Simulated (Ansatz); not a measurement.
# SrTl: the cost of one run

Method: DFT LDA, scalar-relativistic, in Ansatz 0.2.0.

**1. The starting structure**

Symmetry: Pm-3m, No. 221, cubic system. The conventional cell has a = 4.032 Å, b = 4.032 Å, c = 4.032 Å, α = 90.00°, β = 90.00°, γ = 90.00°. Sr (site symmetry m-3m) has 8 Tl at 3.49 Å as nearest neighbours. Tl (site symmetry m-3m) is surrounded by 8 Sr at 3.49 Å.

As a file:

```
CELL_PARAMETERS angstrom
4.03200 0.00000 0.00000
0.00000 4.03200 0.00000
0.00000 0.00000 4.03200
ATOMIC_POSITIONS crystal
Sr 0.00000 0.00000 0.00000
Tl 0.50000 0.50000 0.50000
```

Atoms are numbered in the order of the input: Sr1, Tl2.

**2. After the deformation**

Space group Pm-3m before, P4/mmm after.

**3. All-electron LAPW**

File input.yaml:

```yaml
crystal:
  lattice:
    - [3.99168, 0.0, 0.0]
    - [0.0, 3.99168, 0.0]
    - [0.0, 0.0, 4.032]
  atoms:
    - { symbol: Sr, position: [0.0, 0.0, 0.0] }
    - { symbol: Tl, position: [0.5, 0.5, 0.5] }
kpoints:
  mp_grid: { grid: [8, 8, 8] }
  band_path:
    path:
      - [0.0, 0.0, 0.0]
      - [0.0, 0.5, 0.0]
      - [0.5, 0.5, 0.0]
      - [0.0, 0.0, 0.0]
      - [0.0, 0.0, 0.5]
      - [0.0, 0.5, 0.5]
      - [0.5, 0.5, 0.5]
      - [0.0, 0.0, 0.5]
      - [0.0, 0.5, 0.0]
    npoints: 5
scf:
  occupations: { method: fermi_dirac, width: 0.05 }
hamiltonian:
  xc: lda
  pseudopotentials: { kind: all_electron, lapw: { basis_error: 0.0005 } }
output:
  forces: true
  stress: true
  eigenvalues: true
```

On the command line:

```bash
> ansatz run input.yaml --threads 1 --pin off --max-ram 3072MiB --backend cpu --events-out ev --progress --plain --runs-dir out
```

Q: Estimate wall time and peak memory on 1 thread of Intel Xeon Platinum 8375C at 2.90GHz (Ice Lake), shared host.

About 21 s, with a peak of 0.44 GiB.
